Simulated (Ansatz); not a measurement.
# ClFGaH3O2: the cost of one run

Method: RKS PBE/def2-SVP, in Ansatz 0.2.0.

1 further run of the same task is left out (it didn't finish).

### 1 The starting structure

Bond lengths: Ga1–Cl2 2.590 Å, Ga1–O3 1.790 Å, O3–H4 1.010 Å, Ga1–O5 1.790 Å, O5–H6 1.010 Å, Ga1–F7 2.000 Å. Angles: Cl2–Ga1–O3 120.0°, Cl2–Ga1–O5 120.0°, Cl2–Ga1–F7 71.6°, O3–Ga1–O5 120.0°, O3–Ga1–F7 96.8°, O5–Ga1–F7 101.3°, Ga1–O3–H4 109.5°, Ga1–O5–H6 109.5°.

As a file:

```xyz
8

Ga    0.0000    0.0000    0.0000
Cl    0.0000    0.0000    2.5900
O     1.5501    0.0000   -0.8950
H     1.8500   -0.9519   -1.0499
O    -1.5501    0.0000   -0.8950
H    -2.0598   -0.8467   -0.6865
F     0.0896    1.8959    0.6306
H     0.0669    1.4152    1.7691
```

### 2 A restrained relaxation towards end A

Springs on the bonds that form and break draw the guess towards this end; the thresholds are loose.

File input.yaml:

```yaml
crystal:
  periodic: [false, false, false]
  atoms:
    - { symbol: Ga, position_ang: [0.0, 0.0, 0.0] }
    - { symbol: Cl, position_ang: [0.0, 0.0, 2.59] }
    - { symbol: O, position_ang: [1.5501, 0.0, -0.895] }
    - { symbol: H, position_ang: [1.85, -0.9519, -1.0499] }
    - { symbol: O, position_ang: [-1.5501, 0.0, -0.895] }
    - { symbol: H, position_ang: [-2.0598, -0.8467, -0.6865] }
    - { symbol: F, position_ang: [0.0896, 1.8959, 0.6306] }
    - { symbol: H, position_ang: [0.0669, 1.4152, 1.7691] }
basis:
  gaussian: { orbitals: def2-SVP }
hamiltonian:
  xc: pbe
relax:
  f_tol: 0.15
  max_steps: 25
  restrain:
    - { distance: [0, 6], at: 2.9, k: 30.0 }
    - { distance: [7, 1], at: 2.57, k: 30.0 }
    - { distance: [0, 1], at: 2.24, k: 30.0 }
    - { distance: [7, 6], at: 0.92, k: 30.0 }
output:
  orbitals: {}
```

The run is started by

```console
ansatz run input.yaml --threads 2 --pin off --max-ram 3072MiB --backend cpu --events-out ev --progress --plain --runs-dir out
```

What time and memory should one allow on 2 threads of Arm Neoverse V1, shared host?

About 27 s, with a peak of 0.15 GiB.
